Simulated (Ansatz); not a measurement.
**Yb4BPd2: one candidate of a structure search**

Aim: relax a trial structure of Yb4BPd2 and see where it ends.

Method: DFT PBE, scalar-relativistic, plane waves, PAW, in Ansatz 0.2.0.

## (1) The system as given

The structure is tetragonal, space group P-4m2 (No. 115). The conventional cell has a = 3.927 Å, b = 3.927 Å, c = 8.506 Å, α = 90.00°, β = 90.00°, γ = 90.00°. Around Yb (site symmetry 2mm) lie 2 B at 2.23 Å. Around Yb (site symmetry -4m2) lie 4 Yb at 2.78 Å and 4 Pd at 2.97 Å. Around B (site symmetry -4m2) lie 4 Yb at 2.23 Å and 4 Pd at 2.82 Å. Pd (site symmetry 2mm) has 2 B at 2.82 Å and 9 Yb at 2.94 to 3.08 Å in its first shell of neighbours.

As a file:

```cif
data_structure
_symmetry_space_group_name_H-M 'P 1'
_symmetry_Int_Tables_number 1
_cell_length_a 3.9270
_cell_length_b 3.9270
_cell_length_c 8.5065
_cell_angle_alpha 90.000
_cell_angle_beta 90.000
_cell_angle_gamma 90.000
_cell_volume 131.18
loop_
_atom_site_label
_atom_site_type_symbol
_atom_site_fract_x
_atom_site_fract_y
_atom_site_fract_z
_atom_site_occupancy
Yb1 Yb 0.00000 0.50000 0.87603 1
Yb2 Yb 0.50000 0.00000 0.12397 1
Yb3 Yb 0.50000 0.50000 0.50000 1
Yb4 Yb 0.00000 0.00000 0.50000 1
B1 B 0.50000 0.50000 0.00000 1
Pd1 Pd 0.00000 0.50000 0.23844 1
Pd2 Pd 0.50000 0.00000 0.76156 1
```

The cell is invented: species swapped into a database cell of Nd2FeSb4 (P-4m2, No. 115), with Pd on the Nd sites, B on the Fe sites and Yb on the Sb sites. The dimensions are guesses.

## (2) A first look at the guess

The input, input.yaml:

```yaml
crystal:
  lattice:
    - [3.92704131, 0.0, 0.0]
    - [0.0, 3.92704131, 0.0]
    - [0.0, 0.0, 8.50645382]
  atoms:
    - { symbol: Yb, position: [0.0, 0.5, 0.87603199] }
    - { symbol: Yb, position: [0.5, 0.0, 0.12396801] }
    - { symbol: Yb, position: [0.5, 0.5, 0.5] }
    - { symbol: Yb, position: [0.0, 0.0, 0.5] }
    - { symbol: B, position: [0.5, 0.5, 0.0] }
    - { symbol: Pd, position: [0.0, 0.5, 0.238437] }
    - { symbol: Pd, position: [0.5, 0.0, 0.761563] }
basis:
  ecutwfc: 420
kpoints:
  mp_grid: { grid: [4, 4, 2] }
hamiltonian:
  xc: pbe
scf:
  occupations: { method: gaussian, width: 0.1 }
  lower_state_search: "off"
output:
  forces: true
  stress: true
  eigenvalues: true
```

On the command line:

```bash
$ ansatz run input.yaml --threads 1 --pin off --max-ram 2560MiB --backend cpu --events-out ev --progress --plain --runs-dir out
```

The session goes on with these runs: rough relaxation on the coarse mesh; another rough relaxation; spin check on a coarse mesh; relaxation on the finer mesh.

**Question.** What will these runs give? Wanted: conventional cell; volume; energy over the elements; gap on the mesh.

The runs gave:

```
                              quantity                                                                      value
symmetry at the end (tolerance 0.05 Å)                                                space group P-4m2 (No. 115)
                     conventional cell  a = 4.641 Å, b = 4.641 Å, c = 7.341 Å, α = 90.00°, β = 90.00°, γ = 90.00°
                                volume                                                              22.59 Å³/atom
              energy over the elements                                                              -0.18 eV/atom
                       gap on the mesh                                                               none (metal)
```

In words: The space group P-4m2 (No. 115) is kept, and the volume per atom grows by 20.5 % from the first guess. It lies below the elements, which doesn't yet make it stable: competing phases were not computed in this session. No finished test with a distortion of lower symmetry is shown, so the end may be a saddle point. Spin-orbit coupling is left out for Yb. Where the f shell of Ce or Yb is open, it has no Hubbard U here, which places its levels poorly. Other magnetic orders were not searched.
